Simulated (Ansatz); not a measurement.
# BF3: the cost of one run

Program: Ansatz 0.2.0. Level of theory: the levels named in each step. These are calculated values, not measurements.

**1. The system as given**

Bond lengths: F1–B2 1.301 Å, B2–F3 1.300 Å, B2–F4 1.300 Å. Angles: F1–B2–F3 120.0°, F1–B2–F4 120.0°, F3–B2–F4 120.0°.

As a file:

```xyz
4

F     1.2029   -0.4924   -0.0393
B    -0.0001    0.0001    0.0000
F    -1.0273   -0.7961    0.0426
F    -0.1756    1.2885   -0.0033
```

**2. A rough first relaxation, PBE-D4/def2-SVP**

The input, input.yaml:

```yaml
crystal:
  periodic: [false, false, false]
  atoms:
    - { symbol: F, position_ang: [1.20292, -0.49237, -0.03932] }
    - { symbol: B, position_ang: [-9.0e-05, 0.00015, 4.0e-05] }
    - { symbol: F, position_ang: [-1.02734, -0.7961, 0.04257] }
    - { symbol: F, position_ang: [-0.17559, 1.28847, -0.00327] }
magnetization:
  spin_polarized: true
  initial_magnetization: 1
total_charge: 1
basis:
  gaussian: { orbitals: def2-SVP }
hamiltonian:
  xc: pbe
  dispersion: d4
relax:
  f_tol: 0.03
  max_steps: 200
```

Launch:

```sh
$ ansatz run input.yaml --threads 2 --pin off --max-ram 5120MiB --backend cpu --events-out ev --progress --plain --runs-dir out
```

Q: Estimate wall time and peak memory on 2 threads of Intel Xeon at 2.50GHz (Skylake/Cascade Lake), shared host.

About 21 s, with a peak of 0.12 GiB.
